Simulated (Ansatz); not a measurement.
# CH4ClSSi: the cost of one run

All numbers are computed with Ansatz 0.2.0, driven from Python. The levels of theory stand in the script.

**1. The system**

Bond lengths: C1–Si2 1.783 Å, Si2–S3 2.120 Å, Si2–Cl4 1.989 Å, C1–H5 1.150 Å, C1–H6 1.121 Å, C1–H7 1.116 Å, S3–H8 1.318 Å. Angles: C1–Si2–S3 108.1°, C1–Si2–Cl4 111.6°, S3–Si2–Cl4 106.7°, Si2–C1–H5 112.2°, Si2–C1–H6 115.2°, Si2–C1–H7 114.6°, H5–C1–H6 103.2°, H5–C1–H7 105.0°, H6–C1–H7 105.5°, Si2–S3–H8 98.2°.

The script holds or builds the structure itself.

**2. The script**

The input, run_methods.py:

```python
'''CH4ClSSi at several levels of theory.'''

import argparse

import ansatz as az

parser = argparse.ArgumentParser(description='CH4ClSSi at several levels of theory.')
parser.add_argument('--basis', required=True, help='Gaussian basis set')
args = parser.parse_args()

geometry_ang = [
    ('C', [-0.3794, 1.0748, -0.3807]),
    ('Si', [0.4414, -0.5037, -0.4914]),
    ('S', [1.403, -0.8765, 1.361]),
    ('Cl', [-0.8568, -1.9844, -0.7707]),
    ('H', [-0.9627, 1.329, -1.3391]),
    ('H', [-1.1592, 1.1514, 0.4208]),
    ('H', [0.3024, 1.943, -0.2178]),
    ('H', [1.3035, -2.1908, 1.3621]),
]
ch4clssi = az.Crystal.molecule()
for symbol, xyz in geometry_ang:
    ch4clssi = ch4clssi.atom(symbol, xyz)

model = (
    ch4clssi.calculation()
    .basis(gaussian=args.basis)
    .spin('collinear', total=1)
)

methods = ['mp2', 'ccsd', 'ccsd_t']
reports = [model.correlation(m).run().report for m in methods]
print(f'Hartree-Fock reference {reports[0]["reference_energy_ev"] / 27.211386246:.6f} Ha')
best = reports[-1]['free_energy_ev'] - reports[-1]['reference_energy_ev']
for method, each in zip(methods, reports):
    gained = each['free_energy_ev'] - each['reference_energy_ev']
    print(f'{method:8s} total {each["free_energy_ev"] / 27.211386246:.6f} Ha  correlation {gained:9.4f} eV  ({100 * gained / best:.1f} % of the last)')
```

**3. The input behind the calls**

The package turns the script's settings into the engine's input (first run):

```yaml
crystal:
  periodic: [false, false, false]
  atoms:
    - { symbol: C, position_ang: [-0.3794, 1.0748, -0.3807] }
    - { symbol: Si, position_ang: [0.4414, -0.5037, -0.4914] }
    - { symbol: S, position_ang: [1.403, -0.8765, 1.361] }
    - { symbol: Cl, position_ang: [-0.8568, -1.9844, -0.7707] }
    - { symbol: H, position_ang: [-0.9627, 1.329, -1.3391] }
    - { symbol: H, position_ang: [-1.1592, 1.1514, 0.4208] }
    - { symbol: H, position_ang: [0.3024, 1.943, -0.2178] }
    - { symbol: H, position_ang: [1.3035, -2.1908, 1.3621] }
basis:
  gaussian:
    orbitals: cc-pVDZ
magnetization:
  spin_polarized: true
  initial_magnetization: 1.0
correlation:
  method: mp2
```

**4. The run**

Started as:

```bash
$ python run_methods.py --basis cc-pVDZ
```

**Question.** How long does this script take on 1 thread of Intel Xeon at 2.60GHz (Ice Lake), shared host, and how much memory does it need?

About 25 s, with a peak of 0.57 GiB.
